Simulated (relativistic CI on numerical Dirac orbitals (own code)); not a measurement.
# Ni²⁺: L-alpha,beta emission multiplets

Aim: the L-alpha,beta emission spectrum of Ni²⁺ in 3 surroundings, from the same atomic integrals.

Program: relativistic CI on numerical Dirac orbitals (own code) version 1. Level of theory: Dirac-Coulomb-Breit CI, KLI orbitals optimised for each configuration, model QED (radiative potential, 1s self-energy scaled to tabulated hydrogen-like ionisation energies), valence Slater integrals scaled by 0.8, multiplet model of X-ray emission after core ionisation in a parametric crystal field. These are calculated values, not measurements, unless marked.

## Step 1: Starting point

| Quantity | Value |
| --- | --- |
| ion | Ni²⁺ (Ni III) |
| nuclear charge | 28 |
| electrons | 26 |
| configurations | [Ar] 3d8 → [He] 2s2 2p5 3s2 3p6 3d8 → [Ar] 3d7 |
| temperature | 300 K |
| widths | Lorentz 0.84 eV, Gauss 0.5 eV |
| surrounding 1 | Oh, 10Dq = 20400 cm⁻¹ |
| surrounding 2 | Oh, 10Dq = 26150 cm⁻¹ |
| surrounding 3 | Oh, 10Dq = 31850 cm⁻¹ |

## Step 2: Surrounding 1: Oh, 10Dq = 20400

Settings, as recorded:

```ini
atom Ni  Z=28  charge=2  electrons=26
nucleus A=58  rms_radius_fm=3.7757
hamiltonian dirac-coulomb  breit=on  qed=on  c_scale=1
orbitals kli  potential=per-configuration
slater_scale 0.8
correlation none
mixing on
configurations
  [Ar] 3d8
  [He] 2s2 2p5 3s2 3p6 3d8
  [Ar] 3d7
end
emission L-alpha,beta T=300 lorentz=0.84 gauss=0.5
crystal_field Oh 10Dq=20400
```

## Step 3: Surrounding 2: Oh, 10Dq = 26150

The settings differ from step 2 so:

```diff
@@ -13,2 +13,2 @@
 emission L-alpha,beta T=300 lorentz=0.84 gauss=0.5
-crystal_field Oh 10Dq=20400
+crystal_field Oh 10Dq=26150
```

## Step 4: Surrounding 3: Oh, 10Dq = 31850

The settings differ from step 3 so:

```diff
@@ -13,2 +13,2 @@
 emission L-alpha,beta T=300 lorentz=0.84 gauss=0.5
-crystal_field Oh 10Dq=26150
+crystal_field Oh 10Dq=31850
```

(Steps that only read results are left out.)

Q: Predict the outcome of this session. Wanted: highest peak, first run; ground spin.

**Answer**, as computed:

| surrounding | ground S | centroid (eV) | spread (eV) | up to four highest peaks (% of the highest), eV |
| --- | --- | --- | --- | --- |
| 1: Oh | 1.00 | 862.09 | 8.55 | 854.6 (100), 855.6 (76), 870.9 (49), 872.9 (77) |
| 2: Oh | 1.00 | 861.99 | 8.57 | 854.4 (100), 856.0 (60), 870.7 (45), 872.9 (65) |
| 3: Oh | 1.00 | 861.78 | 8.64 | 854.1 (100), 856.4 (43), 871.9 (52), 872.6 (52) |

| quantity | value |
| --- | --- |
| highest peak, first run | 854.6 eV |
| ground spin (effective S from ⟨S²⟩) | 1.00 |

What this shows: The position of the maximum differs by up to 0.5 eV between the surroundings, by shifts of peaks or by peaks exchanging rank. Photon energies are those of the free ion; lines in solids lie some eV away, more where the ion's charge is far from that in the solid.
